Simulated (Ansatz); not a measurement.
**CH₄BFSe: small, medium and large basis sets**

One table from this session's results is given with a row withheld; the runs are named, their logs left out.

Method: one geometry, several basis sets; program: Ansatz 0.2.0, Gaussian basis.

The runs, in order: PBE0-D4/def2-SVP; ωB97M-V/def2-SVP; PBE0-D4/def2-QZVPP; ωB97M-V/def2-QZVPP; the functionals' def2-TZVPP values are taken from earlier runs.

**Structure used throughout**

An earlier PBE0-D4 in a triple-zeta def2 set relaxation fixed the geometry.

8 atoms, charge 0, spin multiplicity 1.

Atoms are counted from 1 here; the program's logs count them from 0.

Bond lengths: C1–B2 1.557 Å, C1–H5 1.096 Å, C1–H6 1.089 Å, C1–H7 1.095 Å, B2–F3 1.330 Å, B2–Se4 1.950 Å, Se4–H8 1.466 Å. Angles: B2–C1–H5 109.2°, B2–C1–H6 114.6°, B2–C1–H7 109.4°, H5–C1–H6 108.5°, H5–C1–H7 106.2°, H6–C1–H7 108.6°, C1–B2–F3 119.3°, C1–B2–Se4 126.3°, F3–B2–Se4 114.5°, B2–Se4–H8 94.6°.

Set-up of the first run:

in.yaml

```yaml
crystal:
  periodic: [false, false, false]
  atoms:
    - {symbol: C, position_ang: [0.031588, 0.924787, -0.033231]}
    - {symbol: B, position_ang: [0.433311, -0.535517, -0.395562]}
    - {symbol: F, position_ang: [1.392325, -0.742246, -1.294094]}
    - {symbol: Se, position_ang: [-0.342681, -2.163433, 0.345727]}
    - {symbol: H, position_ang: [-0.308763, 1.440571, -0.937901]}
    - {symbol: H, position_ang: [-0.746565, 1.005790, 0.724113]}
    - {symbol: H, position_ang: [0.915836, 1.469927, 0.314182]}
    - {symbol: H, position_ang: [-1.283050, -1.457179, 1.221166]}
basis:
  gaussian: {orbitals: def2-SVP}
hamiltonian: {xc: pbe0, dispersion: d4}
output: {orbitals: {seedname: orbitals}}
```

Among the steps run: PBE0-D4 in def2-SVP; ωB97M-V in def2-SVP; PBE0-D4 in def2-QZVPP; ωB97M-V in def2-QZVPP.

One of the session's tables, all rows but one given; the rest of the session is left out.

It belongs to the step «Density functionals: the series». 

```
functional       basis  HOMO (eV)  LUMO (eV)
   PBE0-D4    def2-SVP      -7.38      -0.16
   PBE0-D4  def2-TZVPP      -7.51      -0.34
   PBE0-D4  def2-QZVPP      -7.53      -0.37
   ωB97M-V    def2-SVP      -9.51       1.94
   ωB97M-V  def2-TZVPP      -9.66       1.71
   ωB97M-V  def2-QZVPP          ?          ?
```

Estimate the missing values for ωB97M-V, def2-QZVPP.

The run gave: HOMO (eV): -9.67; LUMO (eV): 1.35. In the column «HOMO (eV)» it is the lowest.
